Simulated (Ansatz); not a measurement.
# Tl2CoF4: the cost of one run

Program: Ansatz 0.2.0. Level of theory: DFT PBEsol, scalar-relativistic, plane waves, PAW. These are calculated values, not measurements.

### 1 The structure to begin with

It takes space group I4/mmm (No. 139, tetragonal). Conventional cell: a = 4.188 Å, b = 4.188 Å, c = 14.050 Å, α = 90.00°, β = 90.00°, γ = 90.00°. Tl (site symmetry 4mm) is surrounded by 9 F at 2.94 to 2.96 Å. Co (site symmetry 4/mmm) has 6 F at 2.01 to 2.09 Å in its first shell of neighbours. Around F (site symmetry 4mm) lie 1 Co at 2.01 Å and 5 Tl at 2.94 to 2.96 Å. F (site symmetry mmm) has 2 Co at 2.09 Å and 4 Tl at 2.94 Å in its first shell of neighbours.

Coordinates:

```cif
data_structure
_symmetry_space_group_name_H-M 'P 1'
_symmetry_Int_Tables_number 1
_cell_length_a 7.6235
_cell_length_b 7.6235
_cell_length_c 7.6235
_cell_angle_alpha 148.115
_cell_angle_beta 148.115
_cell_angle_gamma 45.715
_cell_volume 123.20
loop_
_atom_site_label
_atom_site_type_symbol
_atom_site_fract_x
_atom_site_fract_y
_atom_site_fract_z
_atom_site_occupancy
Tl1 Tl 0.35266 0.35266 0.00000 1
Tl2 Tl 0.64734 0.64734 0.00000 1
Co1 Co 0.00000 0.00000 0.00000 1
F1 F 0.14315 0.14315 0.00000 1
F2 F 0.85685 0.85685 0.00000 1
F3 F 0.50000 0.00000 0.50000 1
F4 F 0.00000 0.50000 0.50000 1
```

(A quick probe on a coarse mesh, which set the mesh and smearing, is not shown.)

### 3 Full relaxation

Contents of input.yaml:

```yaml
crystal:
  lattice:
    - [-2.093936, 2.093936, 7.024824]
    - [2.093936, -2.093936, 7.024824]
    - [2.093936, 2.093936, -7.024824]
  atoms:
    - { symbol: Tl, position: [0.352656, 0.352656, 0.0] }
    - { symbol: Tl, position: [0.647344, 0.647344, 0.0] }
    - { symbol: Co, position: [0.0, 0.0, 0.0], spin: 2.78 }
    - { symbol: F, position: [0.14315, 0.14315, 0.0] }
    - { symbol: F, position: [0.85685, 0.85685, 0.0] }
    - { symbol: F, position: [0.5, 0.0, 0.5] }
    - { symbol: F, position: [0.0, 0.5, 0.5] }
basis:
  ecutwfc: 420
kpoints:
  mp_grid: { grid: [12, 12, 12] }
hamiltonian:
  xc: pbesol
scf:
  occupations: { method: gaussian, width: 0.1 }
output:
  forces: true
  stress: true
  eigenvalues: true
  populations: true
magnetization:
  spin_polarized: true
relax:
  adjacent_minimum: "off"
  f_tol: 0.01
  max_steps: 80
  cell: { stress_tol: 0.05 }
```

Started as:

```
$ ansatz run input.yaml --threads 1 --pin off --max-ram 2560MiB --backend cpu --events-out ev --progress --plain --runs-dir out
```

Q: Estimate wall time and peak memory on 1 thread of Arm Neoverse V2, shared host.

About 25 min, with a peak of 1.3 GiB.
